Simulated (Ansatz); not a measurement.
# H5NTe: the cost of one run

The runs use Ansatz 0.2.0, Gaussian basis; PBE0-D4 structure, single points in def2-TZVPPD.

Levels: PBE-D4, revPBE-D4, BLYP-D4, r2SCAN-D4, B97M-V, PBE0-D4, B3LYP-D4, HSE06-D4, wB97X-V, wB97M-V, B2PLYP, Hartree-Fock, MP2, CCSD, CCSD(T). The reference is CCSD(T) extrapolated to the basis limit. For elements past Ar these valence bases correlate outer-core shells poorly, so that limit is rough.

Cores are frozen in the correlated methods. Filled d shells of the heavier atoms are correlated. Core potentials replace the inner electrons past krypton, and spin-orbit coupling is left out. B3LYP uses VWN-RPA correlation. B2PLYP carries no dispersion term here.

176 further runs of the same task are left out: 176 set aside as unsound or not needed.

## 1. The system as given

The pair, from a GFN2-xTB docking trial: 7 atoms, charge 0, spin multiplicity 1.

Atoms are counted from 1 here; the program's logs count them from 0.

Bond lengths: N1–H2 1.013 Å, N1–H3 1.013 Å, N1–H4 1.012 Å, Te5–H6 1.643 Å, Te5–H7 1.668 Å. Angles: H2–N1–H3 107.8°, H2–N1–H4 107.7°, H3–N1–H4 107.7°, H6–Te5–H7 87.1°.

Coordinates:

```xyz
7
H5NTe
N    -0.1442   -0.1258   -1.2912
H    -0.7461   -0.8057   -1.7401
H    -0.3927    0.7898   -1.6452
H     0.8071   -0.3192   -1.5782
Te   -0.3141   -0.2488    1.5805
H     0.9343    0.8106    1.4410
H    -0.1444   -0.1009    3.2332
```

Atoms 1 to 4 are fragment A (NH₃), the rest fragment B (TeH₂).

## 2. A first relaxation in a small basis

File pre/in.yaml:

```yaml
crystal:
  periodic: [false, false, false]
  atoms:
    - {symbol: N, position_ang: [-0.144200, -0.125800, -1.291200]}
    - {symbol: H, position_ang: [-0.746100, -0.805700, -1.740100]}
    - {symbol: H, position_ang: [-0.392700, 0.789800, -1.645200]}
    - {symbol: H, position_ang: [0.807100, -0.319200, -1.578200]}
    - {symbol: Te, position_ang: [-0.314100, -0.248800, 1.580500]}
    - {symbol: H, position_ang: [0.934300, 0.810600, 1.441000]}
    - {symbol: H, position_ang: [-0.144400, -0.100900, 3.233200]}
basis:
  gaussian: {orbitals: def2-SVP}
hamiltonian: {xc: pbe, dispersion: d4}
relax: {f_tol: 0.03, max_steps: 250}
```

On the command line:

```console
$ ansatz run in.yaml --threads 2 --pin off --events-out ev --progress --plain --max-ram 5222MiB
```

**Question.** How long does this run take on 2 threads of Intel Xeon 6975P-C, shared host?

About 4.4 s.
